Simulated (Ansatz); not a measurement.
# TiB+ (quintet): from Hartree-Fock to the top rungs, def2-TZVP

The task here is to estimate one member of a computed series from the others.

Computed with Ansatz 0.2.0, Gaussian basis. Level: def2-TZVP, core rule «outside noble gas», up to 10 orbitals frozen.

To be run: UHF; CCSD(T) on ROHF; CCSD(T) on UHF; CCSDT(Q) on ROHF; CCSDT(Q) on UHF.

13 further runs of the same task are left out: 6 for a known fault of the program, 3 that didn't finish, 4 set aside as unsound or not needed.

**The geometry**

The geometry is a PBE0/def2-TZVP stationary point (not a proven minimum) of the parent state, kept for this charge and spin.

2 atoms, charge 1, spin multiplicity 5.

Atoms are counted from 1 here; the program's logs count them from 0.

Bond lengths: Ti1–B2 2.101 Å.

Coordinates:

| atom | x (Å) | y (Å) | z (Å) |
| --- | --- | --- | --- |
| Ti1 | 0.00000 | 0.00000 | 0.00000 |
| B2 | 0.00000 | 0.00000 | 2.10100 |

The first run:

File in.yaml:

```yaml
crystal:
  periodic: [false, false, false]
  atoms:
    - {symbol: Ti, position_ang: [0.000000, 0.000000, 0.000000]}
    - {symbol: B, position_ang: [0.000000, 0.000000, 2.101000]}
basis:
  gaussian: {orbitals: def2-TZVP}
total_charge: 1
magnetization: {spin_polarized: true, initial_magnetization: 4}
hamiltonian: {xc: hf}
output: {orbitals: {seedname: orbitals}}
```

Run with:

```bash
ansatz run in.yaml --threads 1 --pin off --events-out ev --progress --plain --max-ram 3956MiB --backend cpu
```

Steps of the session up to this table: UHF; CCSD(T) on ROHF; CCSD(T) on UHF; CCSDT(Q) on ROHF; CCSDT(Q) on UHF.

One of the session's tables, all rows but one given; the rest of the session is left out.

It belongs to the step «Misses and costs». 

| method | from RCCSDT(Q) (meV) |
| --- | --- |
| RMP2 | +1377.1 |
| UMP2 | +1357.2 |
| RCCSD | +356.6 |
| UCCSD | +315.9 |
| RCCSD(T) | +110.3 |
| UCCSD(T) | +76.6 |
| RCCSDT | ? |
| UCCSDT | -0.8 |
| RCCSDT(Q) | 0 |
| UCCSDT(Q) | -32.4 |

**Question.** Estimate the row for RCCSDT.

The run gave: from RCCSDT(Q) (meV): +29.9. In the column «from RCCSDT(Q) (meV)» it lies between RCCSDT(Q) (0) and UCCSD(T) (+76.6).

Left out of the table: ROHF, UHF (another determinant or state than the rows shown).

Caveats from the session: Warnings: coupled cluster took another determinant than the lowest; large T1 diagnostic. Restricted and unrestricted rows rest on different reference determinants; where their highest levels disagree by more than a few hundredths of an eV, they describe different states and don't form one ladder.
